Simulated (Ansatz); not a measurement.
Write a Python script for Ansatz 0.2.0, Python API that makes vertical and adiabatic energies of changing the electron count of HK. Level of theory (for the species named): PBE, def2-SVP basis, multiplicity 1, D3BJ dispersion.

```json
{"atom": "K", "x (Å)": "0.0000", "y (Å)": "0.0000", "z (Å)": "0.0000"}
{"atom": "H", "x (Å)": "0.0000", "y (Å)": "0.0000", "z (Å)": "2.2650"}
```

`adiabatic.py`:
```python
"""How HK relaxes after losing an electron."""

import itertools

import ansatz as az
from ase.data import atomic_numbers, covalent_radii
import numpy as np

GEOMETRY = """
K     0.00000    0.00000    0.00000
H     0.00000    0.00000    2.26500
"""


def main() -> None:
    molecule = az.Crystal.molecule()
    for line in GEOMETRY.strip().splitlines():
        symbol, *xyz = line.split()
        molecule = molecule.atom(symbol, [float(v) for v in xyz])

    setup = molecule.calculation().basis(gaussian="def2-SVP").functional("pbe", dispersion="d3bj")
    symbols = [site.symbol for site in molecule.cartesian_sites]
    start = np.array([site.position_ang for site in molecule.cartesian_sites], dtype=float)
    rep = setup.relax(force_tolerance=0.01).run().report
    end = np.array(rep["positions_ang"])

    minimum = az.Crystal.molecule()
    for symbol, place in zip(symbols, end):
        minimum = minimum.atom(symbol, place.tolist())
    ion = minimum.calculation()
    ion = ion.basis(gaussian="def2-SVP")
    ion = ion.functional("pbe", dispersion="d3bj").charge(1)
    ion = ion.spin("collinear", total=1)
    vertical = ion.run().report
    settled = ion.relax(force_tolerance=0.01, max_steps=80).run().report
    print(f"vertical ionisation energy   {vertical['free_energy_ev'] - rep['free_energy_ev']:.3f} eV")
    print(f"adiabatic, no zero point     {settled['free_energy_ev'] - rep['free_energy_ev']:.3f} eV")
    print(f"relaxation energy of the ion {vertical['free_energy_ev'] - settled['free_energy_ev']:.3f} eV")
    ionised = np.array(settled["positions_ang"])
    # pairs closer than 1.2 times the sum of covalent radii, before or after
    radius = [covalent_radii[atomic_numbers[s]] for s in symbols]
    span = lambda where, i, j: np.linalg.norm(where[i] - where[j])
    bonded = [(i, j) for i, j in itertools.combinations(range(len(symbols)), 2) if min(span(end, i, j), span(ionised, i, j)) < 1.2 * (radius[i] + radius[j])]
    print("pair        before    after (A)")
    for i, j in bonded:
        print(f"{symbols[i]}{i}-{symbols[j]}{j}".ljust(10), f"{span(end, i, j):8.4f} {span(ionised, i, j):8.4f}")


if __name__ == "__main__":
    main()
```

`python adiabatic.py` gives:
```text
vertical ionisation energy   6.269 eV
adiabatic, no zero point     6.029 eV
relaxation energy of the ion 0.239 eV
pair        before    after (A)
K0-H1        2.2813   3.1824
```

What to keep in mind:
- The settings weren't tested for convergence.
- The energies are electronic: no zero-point or thermal terms, and the basis set is short of its limit. The product may relax into another structure. The relaxation finds the nearest minimum, so the adiabatic value is an upper bound.
- Finished in 8.7 s on 1 thread of Arm Neoverse V1, with other jobs on the host, peak memory 0.19 GiB.
